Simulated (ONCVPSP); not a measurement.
**Pseudopotential generation for Co: ONCV, PBEsol**

Task: generate the file, and judge it by its errors in other configurations, its logarithmic derivatives, its ghosts and its cutoff.

The numbers are computed with ONCVPSP 4.0.1.1 (patched build) (PBEsol, scalar-relativistic, spin-unpolarised reference atom).

**1. The design**

The settings as typed:

```
element                 : cobalt (Co, Z = 27)
type                    : optimised norm-conserving Vanderbilt (ONCV)
frozen core             : [Ne] 3s2
valence charge          : 15
reference configuration : 3p6 3d7 4s2
partial waves           : 4s: rc 2.50 bohr, ncon 5, nbas 9, qcut 2.9 1/bohr, 2 projectors, debl 1.3 Ha; 3p: rc 0.85 bohr, ncon 3, nbas 6, qcut 11.3 1/bohr, 2 projectors, debl 0.8 Ha; 3d: rc 1.20 bohr, ncon 4, nbas 9, qcut 14.7 1/bohr, 2 projectors, debl 3 Ha
local potential         : polynomial inside 0.55 bohr (lpopt 5, dvloc0 3 Ha)
core correction         : Teter function, fcfact 4.5, rcfact 1.65
```

The nodes and maxima of the atom's own shells, from an earlier all-electron run, set the scale for the radii.

All-electron outer shells of the reference configuration (PBEsol, scalar-relativistic, ld1.x):

```json
{"shell": "3s", "level (eV)": "-102.14", "outermost node (bohr)": "0.31", "outermost maximum (bohr)": "0.66"}
{"shell": "3p", "level (eV)": "-65.51", "outermost node (bohr)": "0.28", "outermost maximum (bohr)": "0.68"}
{"shell": "3d", "level (eV)": "-8.23", "outermost node (bohr)": "–", "outermost maximum (bohr)": "0.66"}
{"shell": "4s", "level (eV)": "-5.49", "outermost node (bohr)": "0.96", "outermost maximum (bohr)": "2.32"}
{"shell": "4p", "level (eV)": "-1.25", "outermost node (bohr)": "1.05", "outermost maximum (bohr)": "3.21"}
```

**2. Generating the potential**

Co.dat

```
# ATOM AND REFERENCE CONFIGURATION
# atsym  z   nc   nv     iexc    psfile
  Co 27.00    4    3  -116133      upf
#
#   n    l    f
    1    0    2.00
    2    0    2.00
    2    1    6.00
    3    0    2.00
    3    1    6.00
    3    2    7.00
    4    0    2.00
#
# PSEUDOPOTENTIAL AND OPTIMIZATION
# lmax
    2
#
#   l,   rc,      ep,       ncon, nbas, qcut
    0    2.50    0.00    5    9    2.90
    1    0.85    0.00    3    6   11.30
    2    1.20    0.00    4    9   14.70
#
# LOCAL POTENTIAL
# lloc, lpopt,  rc(5),   dvloc0
    4    5    0.55    3.00
#
# VANDERBILT-KLEINMAN-BYLANDER PROJECTORs
# l, nproj, debl
    0    2    1.30
    1    2    0.80
    2    2    3.00
#
# MODEL CORE CHARGE
# icmod, fcfact, rcfact
    3    4.50    1.65
#
# LOG DERIVATIVE ANALYSIS
# epsh1, epsh2, depsh
   -4.00    5.00    0.02
#
# OUTPUT GRID
# rlmax, drl
    6.00    0.01
#
# TEST CONFIGURATIONS
# ncnf
    4
# nvcnf
#   n    l    f
    3
    3    1    6.00
    3    2    7.00
    4    0    1.00
#
    3
    3    1    6.00
    3    2    7.00
    4    0    0.00
#
    3
    3    1    6.00
    3    2    6.00
    4    0    0.00
#
    3
    3    1    6.00
    3    2    6.00
    4    0    2.00
#
```

On the command line:

```bash
oncvpsp.x < Co.dat > Co.out
```

Before running it: what results should come out? Wanted: cutoffs for 1 and 0.1 mHa per electron, occupied waves; bound ghosts; GHOST(+) flags; largest test error; largest phase difference near zero energy, channels read; rms error of d²Exc/dn², without and with the model core; projector energies reset by the program.

As calculated:

| quantity | value |
| --- | --- |
| cutoffs for 1 and 0.1 mHa per electron, occupied waves | 75 Ha and 86 Ha |
| bound ghosts | s at -382.76 eV |
| GHOST(+) flags | s at 89 eV |
| largest test error (AE − PS) | +51 meV, for 3p6 3d6 4s0 |
| largest phase difference near zero energy, channels read | 0.000 rad |
| rms error of d²Exc/dn², without and with the model core | 4.17 and 1.31 mHa |
| projector energies reset by the program | p: -2.407, 0.250 Ha |

**Reading.** It has a bound ghost (s), a state that the atom doesn't have, and that rules the file out. By total energies transferability is fair: the largest error is 51 meV on 61.6 eV, for 3p6 3d6 4s0. That test lies far up in energy; among those under 40 eV, nearer to bonding, the largest error is 39 meV. The potential is very hard: the looser tolerance needs 75 Ha. The 3d wave sets it; 3p needs 35 Ha. Near zero energy the phases of the channels with partial waves agree within 0.001 rad. The program also flags highly localised states, GHOST(+) (s). These are tests on the free atom; a crystal test is still owed.
